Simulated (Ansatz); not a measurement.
# C₂H₈BFO: small, medium and large basis sets

How large a basis does C₂H₈BFO need? Two functionals are run in growing sets.

Program: Ansatz 0.2.0, Gaussian basis. Level of theory: one geometry, several basis sets. These are calculated values, not measurements.

Levels to be run: PBE0-D4/def2-SVP; ωB97M-V/def2-SVP; PBE0-D4/def2-QZVPP; ωB97M-V/def2-QZVPP; the functionals' def2-TZVPP values are taken from earlier runs.

### Step 1. Structure used throughout

An earlier PBE0-D4/def2-TZVP relaxation fixed the geometry.

SMILES `C[B-](C)([OH2+])F`, 13 atoms, charge 0, spin multiplicity 1.

Atoms are counted from 1 here; the program's logs count them from 0.

Bond lengths: C1–B2 1.584 Å, C1–H6 1.093 Å, C1–H7 1.095 Å, C1–H8 1.096 Å, B2–C3 1.584 Å, B2–O4 1.883 Å, B2–F5 1.380 Å, C3–H9 1.093 Å, C3–H10 1.096 Å, C3–H11 1.095 Å, O4–H12 0.965 Å, O4–H13 0.965 Å. Angles: B2–C1–H6 112.8°, B2–C1–H7 108.9°, B2–C1–H8 113.0°, H6–C1–H7 107.0°, H6–C1–H8 108.4°, H7–C1–H8 106.3°, C1–B2–C3 121.5°, C1–B2–O4 100.7°, C1–B2–F5 115.1°, C3–B2–O4 100.7°, C3–B2–F5 115.1°, O4–B2–F5 97.6°, B2–C3–H9 112.8°, B2–C3–H10 113.0°, B2–C3–H11 108.9°, H9–C3–H10 108.5°, H9–C3–H11 107.0°, H10–C3–H11 106.3° and more.

Coordinates:

```xyz
13

C    -1.4273    0.0564   -0.5320
B     0.1472    0.0943   -0.3677
C     0.9628   -1.1838    0.0894
O     0.3115    1.1778    1.1629
F     0.8075    0.9249   -1.2499
H    -1.9325   -0.3956    0.3250
H    -1.6775   -0.5513   -1.4084
H    -1.8636    1.0455   -0.7095
H     0.5298   -1.6723    0.9657
H     2.0165   -0.9680    0.2979
H     0.9550   -1.9184   -0.7231
H     1.2593    1.3292    1.2581
H    -0.0680    2.0267    0.9064
```

### Step 2. PBE0-D4 in def2-SVP

File in.yaml:

```yaml
crystal:
  periodic: [false, false, false]
  atoms:
    - {symbol: C, position_ang: [-1.427334, 0.056377, -0.531985]}
    - {symbol: B, position_ang: [0.147194, 0.094288, -0.367695]}
    - {symbol: C, position_ang: [0.962803, -1.183841, 0.089426]}
    - {symbol: O, position_ang: [0.311523, 1.177822, 1.162933]}
    - {symbol: F, position_ang: [0.807455, 0.924899, -1.249901]}
    - {symbol: H, position_ang: [-1.932492, -0.395595, 0.325020]}
    - {symbol: H, position_ang: [-1.677540, -0.551252, -1.408366]}
    - {symbol: H, position_ang: [-1.863626, 1.045466, -0.709533]}
    - {symbol: H, position_ang: [0.529828, -1.672290, 0.965727]}
    - {symbol: H, position_ang: [2.016456, -0.968030, 0.297873]}
    - {symbol: H, position_ang: [0.955033, -1.918435, -0.723066]}
    - {symbol: H, position_ang: [1.259309, 1.329216, 1.258138]}
    - {symbol: H, position_ang: [-0.068007, 2.026675, 0.906430]}
basis:
  gaussian: {orbitals: def2-SVP}
hamiltonian: {xc: pbe0, dispersion: d4}
output: {orbitals: {seedname: orbitals}}
```

On the command line:

```sh
$ ansatz run in.yaml --threads 4 --pin off --events-out ev --progress --plain --max-ram 10444MiB
```

The runs that follow: ωB97M-V in def2-SVP; PBE0-D4 in def2-QZVPP; ωB97M-V in def2-QZVPP.

**Question.** What will the summary of the whole plan be? Wanted: PBE0-D4: double and triple zeta above quadruple; ωB97M-V: double and triple zeta above quadruple.

**Answer**, as computed:

| quantity | value |
| --- | --- |
| PBE0-D4: double and triple zeta above quadruple | 9.37, 0.42 eV |
| ωB97M-V: double and triple zeta above quadruple | 9.68, 0.40 eV |

In words: PBE0-D4 gains 8.95 eV from double to triple zeta, then 0.42 eV more. Total energies overstate the basis error of differences, where much of it tends to cancel. The LUMO of ωB97M-V is positive and keeps falling with the basis (2.35 to 0.98 eV): an unbound level that the basis holds in place.
